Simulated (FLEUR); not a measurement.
# CoO (Fm-3m) in FLEUR: single point with LDA+U

Aim: the single point of CoO with LDA+U.

Program: FLEUR MaX-R8.1 (later development tree). These are calculated values, not measurements. Logs are shortened: lines on timing, memory, paths and dates and some standing lists are left out, and cuts for length are marked.

**1. Starting point**

Symmetry: Fm-3m, No. 225, cubic system. Conventional cell: a = 4.263 Å, b = 4.263 Å, c = 4.263 Å, α = 90.00°, β = 90.00°, γ = 90.00°. Co (site symmetry m-3m) has 6 O at 2.13 Å as nearest neighbours. Around O (site symmetry m-3m) lie 6 Co at 2.13 Å.

**2. Single point, LDA+U**

File inp.xml:

```xml
<?xml version="1.0" encoding="UTF-8" standalone="no"?>
<fleurInput fleurInputVersion="0.39">
   <comment>
      CoO                                                                                                 
   </comment>
   <calculationSetup>
      <cutoffs Kmax="4.64" Gmax="14.4" GmaxXC="14.4" numbands="0"/>
      <scfLoop itmax="100" minDistance="0.0002" maxIterBroyd="50" imix="Anderson" alpha="0.05" precondParam="0.0" spinf="2.0" sdNocoIR="T"/>
      <coreElectrons ctail="T" frcor="F" kcrel="0" coretail_lmax="0"/>
      <xcFunctional name="vwn" relativisticCorrections="F"/>
      <magnetism jspins="1"/>
      <soc l_soc="F" theta="0.0" phi="0.0" spav="F"/>
      <expertModes spex="0" secvar="F"/>
      <geometryOptimization l_f="F" forcealpha="1.0" forcemix="BFGS" epsdisp="0.00001" epsforce="0.00001"/>
      <ldaU l_linMix="F" mixParam="0.05" spinf="1.0"/>
   </calculationSetup>
   <cell>
      <bzIntegration valenceElectrons="23.0" mode="gauss" fermiSmearingEnergy="0.00183747">
         <kPointListSelection listName="default-1"/>
         <!-- k-points included here -->
         <xi:include xmlns:xi="http://www.w3.org/2001/XInclude" href="kpts.xml"> </xi:include>
      </bzIntegration>
      <!-- symmetry operations included here -->
      <xi:include xmlns:xi="http://www.w3.org/2001/XInclude" href="sym.xml"> </xi:include>
      <bulkLattice scale="1.0">
         <bravaisMatrix>
            <row-1>    0.0000000000000000     4.0279543715302664     4.0279543715302664</row-1>
            <row-2>    4.0279543715302664     0.0000000000000000     4.0279543715302664</row-2>
            <row-3>    4.0279543715302664     4.0279543715302664     0.0000000000000000</row-3>
         </bravaisMatrix>
      </bulkLattice>
   </cell>
   <atomSpecies>
      <species name="Cobalt (Co)" element="Co" atomicNumber="27">
         <mtSphere radius="2.11" gridPoints="697" logIncrement="0.017"/>
         <atomicCutoffs lmax="8" lnonsphr="8"/>
         <electronConfig flipSpins="F">
            <coreConfig>(1s1/2) (2s1/2) (2p1/2) (2p3/2)</coreConfig>
            <valenceConfig>(3s1/2) (3p1/2) (3p3/2) (4s1/2) (3d3/2) (3d5/2)</valenceConfig>
            <stateOccupation state="(3d3/2)" spinUp="1.400000" spinDown="1.400000"/>
            <stateOccupation state="(3d5/2)" spinUp="2.100000" spinDown="2.100000"/>
         </electronConfig>
         <energyParameters s="4" p="4" d="3" f="4"/>
         <ldaU l="2" U="5" J="0.0" l_amf="F"/>
         <lo type="SCLO" l="0" n="3" eDeriv="0"/>
         <lo type="SCLO" l="1" n="3" eDeriv="0"/>
         <lo type="SCLO" l="1" n="3" eDeriv="1"/>
         <lo type="SCLO" l="3" n="4" eDeriv="2"/>
      </species>
      <species name="Oxygen (O)" element="O" atomicNumber="8">
         <mtSphere radius="1.62" gridPoints="537" logIncrement="0.02"/>
         <atomicCutoffs lmax="8" lnonsphr="8"/>
         <electronConfig flipSpins="F">
            <coreConfig>(1s1/2)</coreConfig>
            <valenceConfig>(2s1/2) (2p1/2) (2p3/2)</valenceConfig>
            <stateOccupation state="(2p1/2)" spinUp="0.666667" spinDown="0.666667"/>
            <stateOccupation state="(2p3/2)" spinUp="1.333333" spinDown="1.333333"/>
         </electronConfig>
         <energyParameters s="2" p="2" d="3" f="4"/>
         <lo type="SCLO" l="0" n="2" eDeriv="2"/>
         <lo type="SCLO" l="1" n="2" eDeriv="2"/>
         <lo type="SCLO" l="2" n="3" eDeriv="2"/>
      </species>
   </atomSpecies>
   <atomGroups>
      <atomGroup species="Cobalt (Co)">
         <relPos label="                   1">.0000000000 .0000000000 .0000000000</relPos>
         <force calculate="T" relaxXYZ="TTT"/>
      </atomGroup>
      <atomGroup species="Oxygen (O)">
         <relPos label="                   2">1.000/2.000 1.000/2.000 1.000/2.000</relPos>
         <force calculate="T" relaxXYZ="TTT"/>
      </atomGroup>
   </atomGroups>
   <output dos="F" band="F" slice="F">
      <checks vchk="F" cdinf="F"/>
      <bandDOS minEnergy="-.5*Htr" maxEnergy="0.5*Htr" sigma="0.015" storeEVData="T"/>
      <vacuumDOS vacdos="F" integ="F" star="F" nstars="0" locx1="0.0" locy1="0.0" locx2="0.0" locy2="0.0" nstm="0" tworkf="0.0"/>
      <unfoldingBand unfoldBand="F" supercellX="1" supercellY="1" supercellZ="1"/>
      <plotting iplot="0" polar="F">
         <plot TwoD="T" vec1="  1.0  0.0  0.0" vec2="  0.0  1.0  0.0" vec3="  0.0  0.0  1.0" zero="  0.0  0.0  0.0" file="plot"/>
      </plotting>
      <chargeDensitySlicing numkpt="0" minEigenval="0.0" maxEigenval="0.0" nnne="0" pallst="F"/>
      <specialOutput eonly="F"/>
      <moessbauerParams electricFieldGradient="T" isomerShift="T" coreHyperfine="T" valenceHyperfine="T"/>
      <magneticCircularDichroism mcd="F" energyLo="-10.0" energyUp="0.0"/>
   </output>
  <!-- We include the file relax.xml here to enable relaxations (see documentation) -->
  <xi:include xmlns:xi="http://www.w3.org/2001/XInclude" href="relax.xml"> <xi:fallback/> </xi:include>
</fleurInput>
```

File crystal.txt:

```
CoO
&input cartesian=F /
0.0000000000  2.1315016600  2.1315016600
2.1315016600  0.0000000000  2.1315016600
2.1315016600  2.1315016600  0.0000000000
1.8897261246
1.0 1.0 1.0

2
27 0.0000000000  0.0000000000  0.0000000000
8 0.5000000000  0.5000000000  0.5000000000

&kpt div1=8 div2=8 div3=8 gamma=T /
```

Potentials or basis: all-electron, FLAPW.

Run with:

```
$ inpgen -f crystal.txt -profile fastHighL
$ # inp.xml edited to the form shown
$ fleur_MPI
```

Standard output:

```text
Welcome to FLEUR        (www.flapw.de)
      MaX-Release 8.1          (www.max-centre.eu)

 ========== k-point set info ==========
 Selected k-point list: default-1
 k-point list type: mesh
 8 x 8 x 8
 Number of k points: 29

 ------------Calculation Setup---------------------------
 Number of MPI-tasks      :            1
 Number of PE/node        :            1
 Number of OMP-threads    :            1
 Most efficient MPI parallelization for:
           1          29
 Additional eigenvalue parallelization possible
 Number of basis functions:          285
 Approximate size of matrices (H+S) per k-point:         0.001 GB
 --------------------------------------------------------
 no density matrix found ... skipping LDA+U
 Reset of history
 Iteration:     1   Distance:      43.98463253 me/bohr^3
 Iteration:     2   Distance:      47.86446352 me/bohr^3
 Iteration:     3   Distance:      44.92460908 me/bohr^3
 Iteration:     4   Distance:      16.21856260 me/bohr^3
 Iteration:     5   Distance:       8.49341334 me/bohr^3
 Iteration:     6   Distance:       5.45414708 me/bohr^3
 Iteration:     7   Distance:       0.85344188 me/bohr^3
 Iteration:     8   Distance:       0.70054142 me/bohr^3
 Iteration:     9   Distance:       0.08652810 me/bohr^3
 Iteration:    10   Distance:       0.08902157 me/bohr^3
 Iteration:    11   Distance:       0.00794292 me/bohr^3
 Iteration:    12   Distance:       0.00433197 me/bohr^3
 Iteration:    13   Distance:       0.00095505 me/bohr^3
 Iteration:    14   Distance:       0.00010398 me/bohr^3

 ********************************************************************
 Run finished successfully
 Stop message:
   all done
 ********************************************************************
```

out.xml (last iteration):

```text
<iteration numberForCurrentRun="   14" overallNumber="   14">
         <energyParameters units="Htr">
            <atomicEP atomType="1" spin="1" branch="4s" branchLowest="-3.12" branchHighest="2.28" value="0.1439969042"/>
            <atomicEP atomType="1" spin="1" branch="4p" branchLowest="-1.77" branchHighest="2.91" value="0.2784657769"/>
            <atomicEP atomType="1" spin="1" branch="3d" branchLowest="-9.99" branchHighest="0.43" value="0.2514239153"/>
            <atomicEP atomType="1" spin="1" branch="4f" branchLowest="-9.99" branchHighest="4.04" value="0.5934740165"/>
            <loAtomicEP atomType="1" spin="1" branch="3s" branchLowest="-32.34" branchHighest="-3.12" value="-3.1383353982"/>
            <loAtomicEP atomType="1" spin="1" branch="3p" branchLowest="-27.65" branchHighest="-1.77" value="-1.8063981994"/>
            <loAtomicEP atomType="1" spin="1" branch="3p" branchLowest="-27.65" branchHighest="-1.77" value="-1.8063981994"/>
            <loAtomicEP atomType="1" spin="1" branch="4f" branchLowest="-9.99" branchHighest="4.04" value="0.5934768961"/>
            <atomicEP atomType="2" spin="1" branch="2s" branchLowest="-18.19" branchHighest="0.33" value="-0.4016902318"/>
            <atomicEP atomType="2" spin="1" branch="2p" branchLowest="-9.99" branchHighest="0.82" value="0.0790302180"/>
            <atomicEP atomType="2" spin="1" branch="3d" branchLowest="-9.99" branchHighest="4.66" value="0.4192239800"/>
            <atomicEP atomType="2" spin="1" branch="4f" branchLowest="-9.99" branchHighest="8.06" value="0.5798533880"/>
            <loAtomicEP atomType="2" spin="1" branch="2s" branchLowest="-18.19" branchHighest="0.33" value="-0.4016902318"/>
            <loAtomicEP atomType="2" spin="1" branch="2p" branchLowest="-9.99" branchHighest="0.82" value="0.0787672280"/>
            <loAtomicEP atomType="2" spin="1" branch="3d" branchLowest="-9.99" branchHighest="4.66" value="0.4192245976"/>
         </energyParameters>
         <eigenvalues>
            <eigenvaluesAt spin="1" ikpt="1" k_x="0.00000000" k_y="0.00000000" k_z="0.00000000">
                      -3.1384532770       -1.8049896533       -1.8049896533       -1.8049896533       -0.4281726070
                       0.1871185939        0.1871185939        0.1871185939        0.1897346308        0.1897346308
                       0.1897346308        0.2856751450        0.2856751450        0.3527002374        0.9238646737
                       0.9883659541        0.9883659541        0.9883659541
            </eigenvaluesAt>
            <eigenvaluesAt spin="1" ikpt="2" k_x="0.00000000" k_y="0.00000000" k_z="0.12500000">
                      -3.1384315664       -1.8052259231       -1.8050210817       -1.8050210817       -0.4222682112
                       0.1394121176        0.1655716798        0.1655716798        0.2001625199        0.2001625199
                       0.2064907919        0.3037407300        0.3037407300        0.3870588055        0.8396037048
                       0.9623304113        0.9623304113        1.0113919309
            </eigenvaluesAt>
            <eigenvaluesAt spin="1" ikpt="3" k_x="0.00000000" k_y="0.00000000" k_z="0.25000000">
                      -3.1383786465       -1.8057917558       -1.8050967063       -1.8050967063       -0.4069906564
                       0.0756843916        0.1382965044        0.1382965044        0.2108393093        0.2108393093
                       0.2186154228        0.3378221849        0.3378221849        0.4473051706        0.7356381317
                       0.8915784330        0.8915784330        1.0323275952
            </eigenvaluesAt>
            <eigenvaluesAt spin="1" ikpt="4" k_x="0.00000000" k_y="0.00000000" k_z="0.37500000">
                      -3.1383259245       -1.8063584483       -1.8051732819       -1.8051732819       -0.3898735084
                       0.0251512983        0.1186328507        0.1186328507        0.2208297149        0.2208297149
                       0.2323554598        0.3666180057        0.3666180057        0.4885297697        0.6698802548
                       0.8302130864        0.8302130864        1.0596788711
            </eigenvaluesAt>
         </eigenvalues>
         <FermiEnergy value="0.3202669352" units="Htr"/>
         <valenceDensity>
            <mtCharges spin="1">
               <mtCharge atomType="1" total="15.3829214" s="2.1807293" p="6.1626295" d="7.0062350" f="0.0267558"/>
               <mtCharge atomType="2" total="5.1211713" s="1.5800000" p="3.5218678" d="0.0160974" f="0.0025367"/>
            </mtCharges>
            <spinDependentCharge spin="1" total="23.0000067" interstitial="2.4959140" mtSpheres="20.5040926"/>
            <totalCharge value="23.0000066510"/>
         </valenceDensity>
         <coreStates atomType="     1" atomicNumber=" 27" spin="1" kinEnergy="   1246.2952867836" eigValSum="   -786.1783188921" lostElectrons=" 0.000000">
            <state n="1" l="0" j="0.5" energy="-277.7776234638" weight="1.0000000000"/>
            <state n="2" l="0" j="0.5" energy="-32.3431190323" weight="1.0000000000"/>
            <state n="2" l="1" j="0.5" energy="-28.0185209811" weight="1.0000000000"/>
            <state n="2" l="1" j="1.5" energy="-27.4749479844" weight="2.0000000000"/>
         </coreStates>
         <coreStates atomType="     2" atomicNumber="  8" spin="1" kinEnergy="     57.6582855623" eigValSum="    -36.3879421030" lostElectrons=" 0.000000">
            <state n="1" l="0" j="0.5" energy="-18.1939710515" weight="1.0000000000"/>
         </coreStates>
         <allElectronCharges>
            <spinDependentCharge spin="1" total="35.0000067" interstitial="2.4959141" mtSpheres="32.5040925"/>
            <totalCharge value="35.0000066508"/>
         </allElectronCharges>
         <moessbauerParams unitsHFF="kG" unitsIS="e/bohr^3" unitsEFG="Htr/bohr^2">
            <coreIsomerShift atomType="1" isTotal="16980.64514">
               <shell n="1" l="0" isomerShift="15499.07687"/>
               <shell n="2" l="0" isomerShift="1472.76066"/>
               <shell n="2" l="1" isomerShift="8.80761"/>
            </coreIsomerShift>
            <coreIsomerShift atomType="2" isTotal="300.54478">
               <shell n="1" l="0" isomerShift="300.54478"/>
            </coreIsomerShift>
            <isomerShift atomType="1" nucleusRadius="0.0000919" averageDensity="17200.30125"/>
            <isomerShift atomType="2" nucleusRadius="0.0000595" averageDensity="315.62609"/>
            <electricFieldGradient atomType="1" VXX="0.00000" VYY="0.00000" VZZ="0.00000" asymParam="0.00000">
            </electricFieldGradient>
            <electricFieldGradient atomType="2" VXX="0.00000" VYY="0.00000" VZZ="0.00000" asymParam="0.00000">
            </electricFieldGradient>
         </moessbauerParams>
         <totalEnergy                                    value="    -1465.7852590126" units="Htr">
            <sumOfEigenvalues                            value="     -838.2399611505">
               <coreElectrons value="-822.5662609952"/>
               <valenceElectrons value="-15.6737001553"/>
            </sumOfEigenvalues>
            <densityCoulombPotentialIntegral value="-2236.6380852574"/>
            <densityEffectivePotentialIntegral value="-2323.1065555742"/>
            <chargeDenXCDenIntegral value="-65.3558297941"/>
            <FockExchangeEnergyValence value="0.0000000000"/>
            <FockExchangeEnergyCore value="0.0000000000"/>
            <atomTypeDependentContributions atomType="1">
               <electronNucleiInteractionDifferentMTs value="1662.8884422509"/>
               <MadelungTerm value="-13.6844607051"/>
            </atomTypeDependentContributions>
            <atomTypeDependentContributions atomType="2">
               <electronNucleiInteractionDifferentMTs value="87.6243301482"/>
               <MadelungTerm value="-3.2994032451"/>
            </atomTypeDependentContributions>
            <dftUCorrection value="-0.5196553359"/>
            <tkbTimesEntropy value="0.0000000000"/>
            <freeEnergy value="-1465.7852590126"/>
            <extrapolationTo0K value="-1465.7852590126"/>
         </totalEnergy>
         <ldaUDensityMatrix>
            <densityMatrixFor spin="1" atomType="1" uIndex="1" l="2" U="5.00000000" J="0.00000000">
               (+1.28963,+0.00000) (+0.00000,+0.00000) (+0.00000,+0.00000) (+0.00000,+0.00000) (-0.55808,+0.00000)
               (+0.00000,+0.00000) (+1.84771,+0.00000) (+0.00000,+0.00000) (+0.00000,+0.00000) (+0.00000,+0.00000)
               (+0.00000,+0.00000) (+0.00000,+0.00000) (+0.73155,+0.00000) (+0.00000,+0.00000) (+0.00000,+0.00000)
               (+0.00000,+0.00000) (+0.00000,+0.00000) (+0.00000,+0.00000) (+1.84771,+0.00000) (+0.00000,+0.00000)
               (-0.55808,+0.00000) (+0.00000,+0.00000) (+0.00000,+0.00000) (+0.00000,+0.00000) (+1.28963,+0.00000)
            </densityMatrixFor>
         </ldaUDensityMatrix>
         <ldaUDensityMatrixConvergence>
            <distance spin="1" distance="0.000003"/>
         </ldaUDensityMatrixConvergence>
         <densityConvergence units="me/bohr^3">
            <chargeDensity spin="1" distance="0.0001039780"/>
         </densityConvergence>
      </iteration>
```

Wall time 12 s (1 thread of Arm Neoverse V2, shared host); peak memory 0.1 GiB.

What came out:

```
Free energy                                           : -39886.0488 eV
Valence electrons inside the program's atomic spheres : Co 15.38; O 5.12 (radii Co 2.11, O 1.62 bohr)
```

Levels at points of the mesh, in eV from the Fermi level:
```csv
k point,band 8,band 9,band 10,band 11,band 12,band 13,band 14,band 15,band 16,band 17
"(0.00, 0.00, 0.00)",-3.62,-3.55,-3.55,-3.55,-0.94,-0.94,0.88,16.42,18.18,18.18
"(0.00, 0.00, 0.50)",-5.68,-2.59,-2.59,-2.20,1.57,1.57,4.82,9.05,13.24,13.24
"(0.00, 0.50, 0.50)",-4.79,-4.45,-2.48,-2.48,-0.50,-0.04,5.87,9.40,11.49,15.46
```

Eigenvalues of the final occupation matrices:
```tsv
site	spin	trace	eigenvalues
atom type 1	1	7.01	0.73 0.73 1.85 1.85 1.85
```

Core levels (eV from the Fermi level):
| atom | levels |
| --- | --- |
| 1 Co | 1s1/2 -7567.4, 2s1/2 -888.8, 2p1/2 -771.1, 2p3/2 -756.3 |
| 2 O | 1s1/2 -503.8 |

Caveat: with Gaussian smearing the program prints no entropy term, so the energy of a metal isn't a free energy; the run has no spin polarisation, though such a crystal can be magnetic. Spin polarisation is off, so any magnetic state and its effect on volume and gap are missing.
